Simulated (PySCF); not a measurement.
# Boron: the same states on changed settings

Aim: see what changed settings do to total energies and their difference. The change: initial guess sap, at most 50 SCF cycles. A sound run of the same states serves as the yardstick.

Program: PySCF 2.14.0. Level of theory: unrestricted determinants in a Gaussian basis, no spin-orbit coupling in the energies. These are calculated values, not measurements, unless marked.

## (1) The system

| Property | Result |
| --- | --- |
| Element | boron (Z = 5) |
| Basis | jorge-DZP-DKH (4s2p1d, 15 functions) |
| Hamiltonian | the spin-free X2C one-electron Hamiltonian (Gaussian nucleus) |
| State 1 | B: [He] 2s2 2p1, 2P determinant |
| State 2 | B⁺: [He] 2s2, closed-shell 1S |
| Methods | UHF, TPSS, B3LYP, MP2, CCSD(T) |
| Core shells frozen in the correlated runs | valence: 1s2 (for B) |

Outer shells as boxes (Hund's rule):

B [He] 2s2 2p1
```
[He] core
2s [↑↓]
2p [↑ ][  ][  ]
```

B+ [He] 2s2
```
[He] core
2s [↑↓]
```

The sound run (jorge-DZP-DKH, scalar relativity by spin-free X2C-1e, symmetry-adapted start, fine grid, valence correlation) gave:

| species | method | energy (hartree) |
| --- | --- | --- |
| B | UHF | -24.53694 |
| B | TPSS | -24.67269 |
| B | B3LYP | -24.66851 |
| B | MP2 (valence) | -24.57414 |
| B | CCSD(T) (valence) | -24.59689 |
| B⁺ | UHF | -24.24193 |
| B⁺ | TPSS | -24.35101 |
| B⁺ | B3LYP | -24.34818 |
| B⁺ | MP2 (valence) | -24.27514 |
| B⁺ | CCSD(T) (valence) | -24.30112 |

The runs were made by one driver on top of PySCF. The scripts below are equivalent inputs, written out for each run, and the logs come from the driver's own runs.

The driver's launch:

```sh
$ OMP_NUM_THREADS=1 python atomrun2.py TASK.json OUT
```

## (2) Changed run, B: the ladder of methods

**UHF**

input.py reads:

```python
from pyscf import gto, scf, dft, mp, cc
import basis_set_exchange as bse
mol = gto.M(atom="B 0 0 0", charge=0, spin=1, symmetry="D2h",
            basis=gto.basis.parse(bse.get_basis("jorge-DZP-DKH", elements=["B"], fmt="nwchem", header=False)),
            nucmod="G")
mf = scf.UHF(mol).sfx2c1e()
mf.irrep_nelec = {'Ag': (2, 2), 'B2u': (1, 0)}
mf.init_guess = "sap"
mf.max_cycle = 50
mf.kernel()
```

The program printed:

```text
damping factor = 0
level_shift factor = 0
DIIS = <class 'pyscf.scf.diis.CDIIS'>
diis_start_cycle = 1
diis_space = 10
diis_damp = 0
SCF conv_tol = 1e-09
SCF conv_tol_grad = None
number electrons alpha = 3  beta = 2
irrep_nelec {'Ag': (2, 2), 'B1g': (0, 0), 'B2g': (0, 0), 'B3g': (0, 0), 'B1u': (0, 0), 'B2u': (1, 0), 'B3u': (0, 0)}
alpha HOMO (B2u) = -0.313856672006398  LUMO (B3u) = -0.313856672013277

WARN: HOMO -0.313856672006398 >= LUMO -0.313856672013277

cycle= 1 E= -24.5233081230235  delta_E= -0.308  |g|= 0.112  |ddm|= 0.796
alpha HOMO (B2u) = -0.282547884136122  LUMO (B1u) = 0.0645933873391784
  HOMO = -0.282547884136  LUMO = 0.0645933873392  gap/eV = 9.44620
cycle= 2 E= -24.5361004439179  delta_E= -0.0128  |g|= 0.0243  |ddm|= 0.273
alpha HOMO (B2u) = -0.312675217301283  LUMO (B1u) = 0.0454248213925915
  HOMO = -0.312675217301  LUMO = 0.0454248213926  gap/eV = 9.74440
cycle= 3 E= -24.5368310822442  delta_E= -0.000731  |g|= 0.00685  |ddm|= 0.0574
alpha HOMO (B2u) = -0.315312857071732  LUMO (B1u) = 0.0474924517824737
  HOMO = -0.315312857072  LUMO = 0.0474924517825  gap/eV = 9.87244
cycle= 4 E= -24.5369281817956  delta_E= -9.71e-05  |g|= 0.00222  |ddm|= 0.022
alpha HOMO (B2u) = -0.315718483310919  LUMO (B1u) = 0.0488182898599066
  HOMO = -0.315718483311  LUMO = 0.0488182898599  gap/eV = 9.91955
cycle= 5 E= -24.5369413632354  delta_E= -1.32e-05  |g|= 0.000498  |ddm|= 0.0109
alpha HOMO (B2u) = -0.315882139126562  LUMO (B1u) = 0.048827870005848
  HOMO = -0.315882139127  LUMO = 0.0488278700058  gap/eV = 9.92426
cycle= 6 E= -24.5369419077172  delta_E= -5.44e-07  |g|= 4.46e-05  |ddm|= 0.00276
alpha HOMO (B2u) = -0.31588786244104  LUMO (B1u) = 0.0488246458745789
  HOMO = -0.315887862441  LUMO = 0.0488246458746  gap/eV = 9.92433
cycle= 7 E= -24.5369419101999  delta_E= -2.48e-09  |g|= 5.38e-06  |ddm|= 0.000154
alpha HOMO (B2u) = -0.31588421210392  LUMO (B1u) = 0.048824243807896
  HOMO = -0.315884212104  LUMO = 0.0488242438079  gap/eV = 9.92422
cycle= 8 E= -24.5369419102491  delta_E= -4.92e-11  |g|= 3.89e-07  |ddm|= 2.21e-05
converged SCF energy = -24.5369419102491  <S^2> = 0.75665351  2S+1 = 2.0066425
```

Time after the integrals: 0.04 s (1 thread of Neoverse-V2, shared host).

Orbital energies by shell (radii are means over both spins):

| shell | electrons | mean orbital energy (eV) | spread (eV) | rms radius (bohr) |
| --- | --- | --- | --- | --- |
| 1s α | 1 | -209.53 | 0 | 0.379 |
| 1s β | 1 | -209.11 | 0 | 0.379 |
| 2s α | 1 | -14.777 | 0 | 2.16 |
| 2s β | 1 | -12.120 | 0 | 2.16 |
| 2p α | 1 | -8.596 | 0 | 2.44 |

⟨S²⟩ = 0.757, ⟨L²⟩ = 2.02.

**TPSS**

input.py, as changed from the run before:

```diff
@@ -5,3 +5,3 @@
             nucmod="G")
-mf = scf.UHF(mol).sfx2c1e()
+mf = dft.UKS(mol, xc="TPSS").sfx2c1e()
 mf.irrep_nelec = {'Ag': (2, 2), 'B2u': (1, 0)}
```

The program printed:

```text
damping factor = 0
level_shift factor = 0
DIIS = <class 'pyscf.scf.diis.CDIIS'>
diis_start_cycle = 1
diis_space = 10
diis_damp = 0
SCF conv_tol = 1e-09
SCF conv_tol_grad = None
number electrons alpha = 3  beta = 2
irrep_nelec {'Ag': (2, 2), 'B1g': (0, 0), 'B2g': (0, 0), 'B3g': (0, 0), 'B1u': (0, 0), 'B2u': (1, 0), 'B3u': (0, 0)}
XC functionals = TPSS
    J. Tao, J. P. Perdew, V. N. Staroverov, and G. E. Scuseria.,  Phys. Rev. Lett. 91, 146401 (2003)
    J. P. Perdew, J. Tao, V. N. Staroverov, and G. E. Scuseria.,  J. Chem. Phys. 120, 6898 (2004)
    J. Tao, J. P. Perdew, V. N. Staroverov, and G. E. Scuseria.,  Phys. Rev. Lett. 91, 146401 (2003)
    J. P. Perdew, J. Tao, V. N. Staroverov, and G. E. Scuseria.,  J. Chem. Phys. 120, 6898 (2004)
alpha HOMO (B2u) = -0.527866923202216  LUMO (B3u) = -0.527866923217018

WARN: HOMO -0.527866923202216 >= LUMO -0.527866923217018

cycle= 1 E= -24.6303066375557  delta_E= -0.31  |g|= 0.194  |ddm|= 1.03
alpha HOMO (B2u) = -0.0906685721074775  LUMO (B1u) = -0.0586031366879028
  HOMO = -0.0906685721075  LUMO = -0.0586031366879  gap/eV = 0.87254
cycle= 2 E= -24.66601218698  delta_E= -0.0357  |g|= 0.084  |ddm|= 0.811
alpha HOMO (B2u) = -0.159998495822016  LUMO (B3u) = -0.119282171521805
  HOMO = -0.159998495822  LUMO = -0.119282171522  gap/eV = 1.10795
cycle= 3 E= -24.6726793253443  delta_E= -0.00667  |g|= 0.0032  |ddm|= 0.216
alpha HOMO (B2u) = -0.161753178946686  LUMO (B3u) = -0.118434418142822
  HOMO = -0.161753178947  LUMO = -0.118434418143  gap/eV = 1.17876
cycle= 4 E= -24.6726917805226  delta_E= -1.25e-05  |g|= 0.000631  |ddm|= 0.00815
alpha HOMO (B2u) = -0.161298931716603  LUMO (B3u) = -0.11791372056268
  HOMO = -0.161298931717  LUMO = -0.117913720563  gap/eV = 1.18057
cycle= 5 E= -24.6726922420951  delta_E= -4.62e-07  |g|= 2.22e-05  |ddm|= 0.00181
alpha HOMO (B2u) = -0.161300971046651  LUMO (B3u) = -0.117920795202038
  HOMO = -0.161300971047  LUMO = -0.117920795202  gap/eV = 1.18043
cycle= 6 E= -24.6726922426308  delta_E= -5.36e-10  |g|= 1.58e-06  |ddm|= 6.85e-05
converged SCF energy = -24.6726922426308  <S^2> = 0.75373363  2S+1 = 2.0037302
```

Time after the integrals: 0.17 s (1 thread of Neoverse-V2, shared host).

**B3LYP**

input.py, as changed from the run before:

```diff
@@ -5,3 +5,3 @@
             nucmod="G")
-mf = dft.UKS(mol, xc="TPSS").sfx2c1e()
+mf = dft.UKS(mol, xc="B3LYP").sfx2c1e()
 mf.irrep_nelec = {'Ag': (2, 2), 'B2u': (1, 0)}
```

The program printed:

```text
damping factor = 0
level_shift factor = 0
DIIS = <class 'pyscf.scf.diis.CDIIS'>
diis_start_cycle = 1
diis_space = 10
diis_damp = 0
SCF conv_tol = 1e-09
SCF conv_tol_grad = None
number electrons alpha = 3  beta = 2
irrep_nelec {'Ag': (2, 2), 'B1g': (0, 0), 'B2g': (0, 0), 'B3g': (0, 0), 'B1u': (0, 0), 'B2u': (1, 0), 'B3u': (0, 0)}
XC functionals = B3LYP
    P. J. Stephens, F. J. Devlin, C. F. Chabalowski, and M. J. Frisch.,  J. Phys. Chem. 98, 11623 (1994)
alpha HOMO (B2u) = -0.502369255787107  LUMO (B3u) = -0.502369255801594

WARN: HOMO -0.502369255787107 >= LUMO -0.502369255801594

cycle= 1 E= -24.6288594473938  delta_E= -0.31  |g|= 0.19  |ddm|= 1.01
alpha HOMO (B2u) = -0.122000107284833  LUMO (B1u) = -0.039174346316829
  HOMO = -0.122000107285  LUMO = -0.0391743463168  gap/eV = 2.25380
cycle= 2 E= -24.6642922818358  delta_E= -0.0354  |g|= 0.0716  |ddm|= 0.744
alpha HOMO (B2u) = -0.183975436305856  LUMO (B3u) = -0.094560892737395
  HOMO = -0.183975436306  LUMO = -0.0945608927374  gap/eV = 2.43309
cycle= 3 E= -24.6685009475038  delta_E= -0.00421  |g|= 0.00227  |ddm|= 0.173
alpha HOMO (B2u) = -0.18647139026717  LUMO (B3u) = -0.0951687949693032
  HOMO = -0.186471390267  LUMO = -0.0951687949693  gap/eV = 2.48447
cycle= 4 E= -24.6685062924423  delta_E= -5.34e-06  |g|= 0.000328  |ddm|= 0.00382
alpha HOMO (B2u) = -0.186245832778038  LUMO (B3u) = -0.0948628435225438
  HOMO = -0.186245832778  LUMO = -0.0948628435225  gap/eV = 2.48666
cycle= 5 E= -24.6685063980273  delta_E= -1.06e-07  |g|= 1.41e-05  |ddm|= 0.000691
alpha HOMO (B2u) = -0.186233770821512  LUMO (B3u) = -0.0948526006100627
  HOMO = -0.186233770822  LUMO = -0.0948526006101  gap/eV = 2.48661
cycle= 6 E= -24.6685063983018  delta_E= -2.74e-10  |g|= 1.89e-06  |ddm|= 4.89e-05
converged SCF energy = -24.6685063983018  <S^2> = 0.75246919  2S+1 = 2.0024677
```

Time after the integrals: 0.09 s (1 thread of Neoverse-V2, shared host).

**MP2 (valence)**

input.py, as changed from the run before:

```diff
@@ -5,3 +5,3 @@
             nucmod="G")
-mf = dft.UKS(mol, xc="B3LYP").sfx2c1e()
+mf = scf.UHF(mol).sfx2c1e()
 mf.irrep_nelec = {'Ag': (2, 2), 'B2u': (1, 0)}
@@ -10 +10,2 @@
 mf.kernel()
+mp.UMP2(mf, frozen=1).kernel()
```

No log was kept for this step.

Time after the integrals: 0.01 s (1 thread of Neoverse-V2, shared host).

With 3 electrons correlated, the MP2 correlation energy is -0.03719 hartree (-0.00248 same spin, -0.03471 opposite spin); the SCS form gives -0.04248. Largest pairs of shells: 2s-2s -0.0225, 2s-2p -0.0147, 2p-2p 0.0000.

**CCSD(T) (valence)**

input.py, as changed from the run before:

```diff
@@ -10,2 +10,3 @@
 mf.kernel()
-mp.UMP2(mf, frozen=1).kernel()
+mycc = cc.CCSD(mf, frozen=1).run()
+mycc.ccsd_t()
```

The program printed:

```text
CC2 = 0
CCSD nocc = (np.int64(2), np.int64(1)), nmo = (14, 14)
frozen orbitals [[0], [0]]
max_cycle = 100
direct = 0
conv_tol = 1e-08
conv_tol_normt = 1e-06
diis_space = 8
diis_start_cycle = 0
Init t2, MP2 energy = -0.0371931838134441
Init E_corr(UCCSD) = -0.0371931838135707
cycle = 1  E_corr(UCCSD) = -0.0499220797536884  dE = -0.0127288959  norm(t1,t2) = 0.0616718
cycle = 2  E_corr(UCCSD) = -0.0548439883928028  dE = -0.00492190864  norm(t1,t2) = 0.0296909
cycle = 3  E_corr(UCCSD) = -0.0592058095386893  dE = -0.00436182115  norm(t1,t2) = 0.0155254
cycle = 4  E_corr(UCCSD) = -0.0591465274703093  dE = 5.92820684e-05  norm(t1,t2) = 0.0018053
cycle = 5  E_corr(UCCSD) = -0.0591875466199973  dE = -4.10191497e-05  norm(t1,t2) = 0.000257732
cycle = 6  E_corr(UCCSD) = -0.0591669039386269  dE = 2.06426814e-05  norm(t1,t2) = 6.40357e-05
cycle = 7  E_corr(UCCSD) = -0.0591744716953729  dE = -7.56775675e-06  norm(t1,t2) = 2.39804e-05
cycle = 8  E_corr(UCCSD) = -0.0591735160336656  dE = 9.55661707e-07  norm(t1,t2) = 4.83726e-06
cycle = 9  E_corr(UCCSD) = -0.0591734473096215  dE = 6.87240441e-08  norm(t1,t2) = 6.96683e-07
cycle = 10  E_corr(UCCSD) = -0.05917344514529  dE = 2.16433144e-09  norm(t1,t2) = 1.26318e-07
UCCSD converged
E(UCCSD) = -24.59611535539439  E_corr = -0.05917344514529004
UCCSD(T) correction = -0.00077564479918652
```

It took 0.07 s on 1 thread of Neoverse-V2, shared host, the integrals not counted.

CCSD correlation -0.05917 hartree, triples -0.00078; total -24.596891. T1 = 0.011, largest double amplitude 0.124.

## (3) Changed run, B⁺: the ladder of methods

**UHF**

input.py reads:

```python
from pyscf import gto, scf, dft, mp, cc
import basis_set_exchange as bse
mol = gto.M(atom="B 0 0 0", charge=1, spin=0, symmetry="D2h",
            basis=gto.basis.parse(bse.get_basis("jorge-DZP-DKH", elements=["B"], fmt="nwchem", header=False)),
            nucmod="G")
mf = scf.UHF(mol).sfx2c1e()
mf.irrep_nelec = {'Ag': (2, 2)}
mf.init_guess = "sap"
mf.max_cycle = 50
mf.kernel()
```

The program printed:

```text
damping factor = 0
level_shift factor = 0
DIIS = <class 'pyscf.scf.diis.CDIIS'>
diis_start_cycle = 1
diis_space = 10
diis_damp = 0
SCF conv_tol = 1e-09
SCF conv_tol_grad = None
number electrons alpha = 2  beta = 2
irrep_nelec {'Ag': (2, 2), 'B1g': (0, 0), 'B2g': (0, 0), 'B3g': (0, 0), 'B1u': (0, 0), 'B2u': (0, 0), 'B3u': (0, 0)}
alpha HOMO (Ag) = -0.895915953937093  LUMO (B3u) = -0.313856672013277
  HOMO = -0.895915953937  LUMO = -0.313856672013  gap/eV = 15.83864
cycle= 1 E= -24.241161591055  delta_E= -0.0262  |g|= 0.0262  |ddm|= 0.387
alpha HOMO (Ag) = -0.87826322124381  LUMO (B3u) = -0.282838732161226
  HOMO = -0.878263221244  LUMO = -0.282838732161  gap/eV = 16.20233
cycle= 2 E= -24.2418999431737  delta_E= -0.000738  |g|= 0.00507  |ddm|= 0.0743
alpha HOMO (Ag) = -0.874016960490527  LUMO (B3u) = -0.276429578115006
  HOMO = -0.874016960491  LUMO = -0.276429578115  gap/eV = 16.26118
cycle= 3 E= -24.2419304252542  delta_E= -3.05e-05  |g|= 0.000158  |ddm|= 0.0181
alpha HOMO (Ag) = -0.873898497969744  LUMO (B3u) = -0.276290637870292
  HOMO = -0.87389849797  LUMO = -0.27629063787  gap/eV = 16.26174
cycle= 4 E= -24.2419304461152  delta_E= -2.09e-08  |g|= 1.11e-06  |ddm|= 0.000467
alpha HOMO (Ag) = -0.873898320761535  LUMO (B3u) = -0.276288861798782
  HOMO = -0.873898320762  LUMO = -0.276288861799  gap/eV = 16.26178
cycle= 5 E= -24.2419304461157  delta_E= -5.61e-13  |g|= 9.16e-09  |ddm|= 2.23e-06
converged SCF energy = -24.2419304461157  <S^2> = -3.9968029e-15  2S+1 = 1
```

It took 0.04 s on 1 thread of Neoverse-V2, shared host, the integrals not counted.

The occupied shells:

| shell | electrons | mean orbital energy (eV) | spread (eV) | rms radius (bohr) |
| --- | --- | --- | --- | --- |
| 1s | 2 | -222.80 | 0 | 0.378 |
| 2s | 2 | -23.780 | 0 | 1.97 |

⟨S²⟩ = 0.000, ⟨L²⟩ = 0.00.

**TPSS**

input.py, as changed from the run before:

```diff
@@ -5,3 +5,3 @@
             nucmod="G")
-mf = scf.UHF(mol).sfx2c1e()
+mf = dft.UKS(mol, xc="TPSS").sfx2c1e()
 mf.irrep_nelec = {'Ag': (2, 2)}
```

The program printed:

```text
damping factor = 0
level_shift factor = 0
DIIS = <class 'pyscf.scf.diis.CDIIS'>
diis_start_cycle = 1
diis_space = 10
diis_damp = 0
SCF conv_tol = 1e-09
SCF conv_tol_grad = None
number electrons alpha = 2  beta = 2
irrep_nelec {'Ag': (2, 2), 'B1g': (0, 0), 'B2g': (0, 0), 'B3g': (0, 0), 'B1u': (0, 0), 'B2u': (0, 0), 'B3u': (0, 0)}
XC functionals = TPSS
    J. Tao, J. P. Perdew, V. N. Staroverov, and G. E. Scuseria.,  Phys. Rev. Lett. 91, 146401 (2003)
    J. P. Perdew, J. Tao, V. N. Staroverov, and G. E. Scuseria.,  J. Chem. Phys. 120, 6898 (2004)
    J. Tao, J. P. Perdew, V. N. Staroverov, and G. E. Scuseria.,  Phys. Rev. Lett. 91, 146401 (2003)
    J. P. Perdew, J. Tao, V. N. Staroverov, and G. E. Scuseria.,  J. Chem. Phys. 120, 6898 (2004)
alpha HOMO (Ag) = -0.771027093981852  LUMO (B3u) = -0.527866923217018
  HOMO = -0.771027093982  LUMO = -0.527866923217  gap/eV = 6.61673
cycle= 1 E= -24.3506108739428  delta_E= -0.0302  |g|= 0.0506  |ddm|= 0.571
alpha HOMO (Ag) = -0.719750815498685  LUMO (B3u) = -0.476631370411129
  HOMO = -0.719750815499  LUMO = -0.476631370411  gap/eV = 6.61562
cycle= 2 E= -24.3510060057041  delta_E= -0.000395  |g|= 0.00665  |ddm|= 0.0592
alpha HOMO (Ag) = -0.724365789109159  LUMO (B3u) = -0.481108514398008
  HOMO = -0.724365789109  LUMO = -0.481108514398  gap/eV = 6.61937
cycle= 3 E= -24.3510132707381  delta_E= -7.27e-06  |g|= 3.92e-05  |ddm|= 0.00727
alpha HOMO (Ag) = -0.724335607475595  LUMO (B3u) = -0.481077051138328
  HOMO = -0.724335607476  LUMO = -0.481077051138  gap/eV = 6.61940
cycle= 4 E= -24.3510132708768  delta_E= -1.39e-10  |g|= 9.67e-07  |ddm|= 1.8e-05
converged SCF energy = -24.3510132708768  <S^2> = -3.9968029e-15  2S+1 = 1
```

Time after the integrals: 0.12 s (1 thread of Neoverse-V2, shared host).

**B3LYP**

input.py, as changed from the run before:

```diff
@@ -5,3 +5,3 @@
             nucmod="G")
-mf = dft.UKS(mol, xc="TPSS").sfx2c1e()
+mf = dft.UKS(mol, xc="B3LYP").sfx2c1e()
 mf.irrep_nelec = {'Ag': (2, 2)}
```

The program printed:

```text
damping factor = 0
level_shift factor = 0
DIIS = <class 'pyscf.scf.diis.CDIIS'>
diis_start_cycle = 1
diis_space = 10
diis_damp = 0
SCF conv_tol = 1e-09
SCF conv_tol_grad = None
number electrons alpha = 2  beta = 2
irrep_nelec {'Ag': (2, 2), 'B1g': (0, 0), 'B2g': (0, 0), 'B3g': (0, 0), 'B1u': (0, 0), 'B2u': (0, 0), 'B3u': (0, 0)}
XC functionals = B3LYP
    P. J. Stephens, F. J. Devlin, C. F. Chabalowski, and M. J. Frisch.,  J. Phys. Chem. 98, 11623 (1994)
alpha HOMO (Ag) = -0.800288813126677  LUMO (B3u) = -0.502369255801594
  HOMO = -0.800288813127  LUMO = -0.502369255802  gap/eV = 8.10680
cycle= 1 E= -24.3478039369798  delta_E= -0.0292  |g|= 0.0477  |ddm|= 0.557
alpha HOMO (Ag) = -0.752089041998261  LUMO (B3u) = -0.450203380167622
  HOMO = -0.752089041998  LUMO = -0.450203380168  gap/eV = 8.21473
cycle= 2 E= -24.3481783912045  delta_E= -0.000374  |g|= 0.00626  |ddm|= 0.0581
alpha HOMO (Ag) = -0.756373912630451  LUMO (B3u) = -0.454642044613553
  HOMO = -0.75637391263  LUMO = -0.454642044614  gap/eV = 8.21054
cycle= 3 E= -24.3481835133196  delta_E= -5.12e-06  |g|= 4.13e-05  |ddm|= 0.00555
alpha HOMO (Ag) = -0.756457676690109  LUMO (B3u) = -0.454730138353302
  HOMO = -0.75645767669  LUMO = -0.454730138353  gap/eV = 8.21042
cycle= 4 E= -24.348183514059  delta_E= -7.39e-10  |g|= 1.21e-06  |ddm|= 8.71e-05
converged SCF energy = -24.348183514059  <S^2> = -5.7731597e-15  2S+1 = 1
```

Time after the integrals: 0.06 s (1 thread of Neoverse-V2, shared host).

**MP2 (valence)**

input.py, as changed from the run before:

```diff
@@ -5,3 +5,3 @@
             nucmod="G")
-mf = dft.UKS(mol, xc="B3LYP").sfx2c1e()
+mf = scf.UHF(mol).sfx2c1e()
 mf.irrep_nelec = {'Ag': (2, 2)}
@@ -10 +10,2 @@
 mf.kernel()
+mp.UMP2(mf, frozen=1).kernel()
```

No log was kept for this step.

It took 0.01 s on 1 thread of Neoverse-V2, shared host, the integrals not counted.

With 2 electrons correlated, the MP2 correlation energy is -0.03321 hartree (0.00000 same spin, -0.03321 opposite spin); the SCS form gives -0.03985. Largest pairs of shells: 2s-2s -0.0332.

**CCSD(T) (valence)**

input.py, as changed from the run before:

```diff
@@ -10,2 +10,3 @@
 mf.kernel()
-mp.UMP2(mf, frozen=1).kernel()
+mycc = cc.CCSD(mf, frozen=1).run()
+mycc.ccsd_t()
```

The program printed:

```text
CC2 = 0
CCSD nocc = 1, nmo = 14
frozen orbitals [0]
max_cycle = 100
direct = 0
conv_tol = 1e-08
conv_tol_normt = 1e-06
diis_space = 8
diis_start_cycle = 0
Init t2, MP2 energy = -24.2751411702573  E_corr(MP2) -0.0332107241415739
Init E_corr(CCSD) = -0.033210724141574
cycle = 1  E_corr(CCSD) = -0.046474682216335  dE = -0.0132639581  norm(t1,t2) = 0.0680366
cycle = 2  E_corr(CCSD) = -0.052667510139103  dE = -0.00619282792  norm(t1,t2) = 0.0355603
cycle = 3  E_corr(CCSD) = -0.0592945061273419  dE = -0.00662699599  norm(t1,t2) = 0.018881
cycle = 4  E_corr(CCSD) = -0.0591550253699187  dE = 0.000139480757  norm(t1,t2) = 0.000435775
cycle = 5  E_corr(CCSD) = -0.0592008651141118  dE = -4.58397442e-05  norm(t1,t2) = 0.000102972
cycle = 6  E_corr(CCSD) = -0.0591840854938849  dE = 1.67796202e-05  norm(t1,t2) = 4.11864e-05
cycle = 7  E_corr(CCSD) = -0.0591862039645774  dE = -2.11847069e-06  norm(t1,t2) = 6.27625e-06
cycle = 8  E_corr(CCSD) = -0.0591861081160077  dE = 9.58485697e-08  norm(t1,t2) = 4.0584e-07
cycle = 9  E_corr(CCSD) = -0.0591860840632815  dE = 2.40527262e-08  norm(t1,t2) = 1.37678e-07
cycle = 10  E_corr(CCSD) = -0.0591860574178433  dE = 2.66454382e-08  norm(t1,t2) = 6.77453e-08
cycle = 11  E_corr(CCSD) = -0.059186061437919  dE = -4.02007565e-09  norm(t1,t2) = 1.00338e-08
CCSD converged
E(CCSD) = -24.30111650755365  E_corr = -0.05918606143791896
```

It took 0.04 s on 1 thread of Neoverse-V2, shared host, the integrals not counted.

CCSD correlation -0.05919 hartree, triples 0.00000; total -24.301117. T1 = 0.011, largest double amplitude 0.152. With two correlated electrons the triples vanish and CCSD is exact in this space.

A double-excitation amplitude exceeds 0.15, a sign of near-degeneracy.

## (4) What moved

| species | method | converged | energy less sound run (eV) |
| --- | --- | --- | --- |
| B | UHF | yes | -0.0000 |
| B | TPSS | yes | +0.0000 |
| B | B3LYP | yes | +0.0000 |
| B | MP2 (valence) | yes | +0.0000 |
| B | CCSD(T) (valence) | yes | +0.0000 |
| B⁺ | UHF | yes | +0.0000 |
| B⁺ | TPSS | yes | +0.0000 |
| B⁺ | B3LYP | yes | +0.0000 |
| B⁺ | MP2 (valence) | yes | +0.0000 |
| B⁺ | CCSD(T) (valence) | yes | -0.0000 |

Ionisation energy of B:

| method | sound run (eV) | changed run (eV) | shift (eV) |
| --- | --- | --- | --- |
| UHF | 8.028 | 8.028 | +0.000 |
| TPSS | 8.753 | 8.753 | -0.000 |
| B3LYP | 8.716 | 8.716 | -0.000 |
| MP2 | 8.136 | 8.136 | -0.000 |
| SCS-MP2 | 8.099 | 8.099 | -0.000 |
| CCSD | 8.027 | 8.027 | -0.000 |
| CCSD(T) | 8.048 | 8.048 | -0.000 |

## (5) Outcome

| quantity | value |
| --- | --- |
| change | initial guess sap, at most 50 SCF cycles |
| runs converged | 10 of 10 |
| largest shift of a converged total energy | 0.000 eV |
| largest shift of the ionisation energy | -0.000 eV (SCS-MP2) |

In words: The difference hardly moves. Here the plain start reaches the same solutions.
